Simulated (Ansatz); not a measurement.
# Cu: the cost of one run

Program: Ansatz 0.2.0, driven from Python. Level of theory: DFT LDA, plane waves, PAW. These are calculated values, not measurements.

## Step 1: The system

It takes space group I4/mmm (No. 139, tetragonal). The conventional cell has a = 2.886 Å, b = 2.886 Å, c = 2.752 Å, α = 90.00°, β = 90.00°, γ = 90.00°. Cu (site symmetry 4/mmm) has 10 Cu at 2.46 to 2.75 Å as nearest neighbours.

No structure file is read: the coordinates are typed or built in the script.

## Step 2: The script

cu.py reads:

```python
'''How the energy of Cu depends on the smearing.'''

import csv

import ansatz as az
import numpy as np

vectors = np.array([
    [-1.442793, 1.442793, 1.376081],
    [1.442793, -1.442793, 1.376081],
    [1.442793, 1.442793, -1.376081],
])
xtal = az.Lattice.of(vectors).atom('Cu', (0.0, 0.0, 0.0))

calculation = (
    xtal.calculation()
    .functional(az.Functional.LDA)
    .basis(450)
    .kpoints(spacing=0.24)
    .scf(tolerance=1e-09)
)

rows = []
for value in [0.3, 0.2, 0.1, 0.05]:
    report = calculation.occupations('gaussian', width=value).run(threads=1, backend='cpu').report
    rows.append((value, report['free_energy_ev'] / len(report['lattice']['sites']), report['n_iterations'], report['n_kpoints']))

with open('smear.csv', 'w', newline='') as handle:
    writer = csv.writer(handle)
    writer.writerow(['width (eV)', 'F/atom (eV)', 'iterations', 'k-points'])
    writer.writerows([round(v, 5) if isinstance(v, float) else v for v in row] for row in rows)

# differences from the last row
for row in rows[:-1]:
    shift = 1000 * (row[1] - rows[-1][1])
    print(f'{row[0]}: {shift:+.2f} meV/atom' + ('  (within 1 meV)' if abs(shift) < 1 else ''))
```

## Step 3: The calls as engine input

The engine receives this input (first run):

```yaml
crystal:
  lattice:
    - [-1.442793, 1.442793, 1.376081]
    - [1.442793, -1.442793, 1.376081]
    - [1.442793, 1.442793, -1.376081]
  atoms:
    - { symbol: Cu, position: [0.0, 0.0, 0.0] }
basis:
  ecutwfc: 450.0
kpoints:
  mp_grid:
    kspacing: 0.24
hamiltonian:
  xc: lda
scf:
  convergence:
    dr2_threshold: 1.0e-09
  occupations:
    method: gaussian
    width: 0.3
```

## Step 4: Launch

Launch:

```bash
> python cu.py
```

What time and memory should one allow on 1 thread of Arm Neoverse V1, shared host?

About 9.9 s, with a peak of 0.37 GiB.
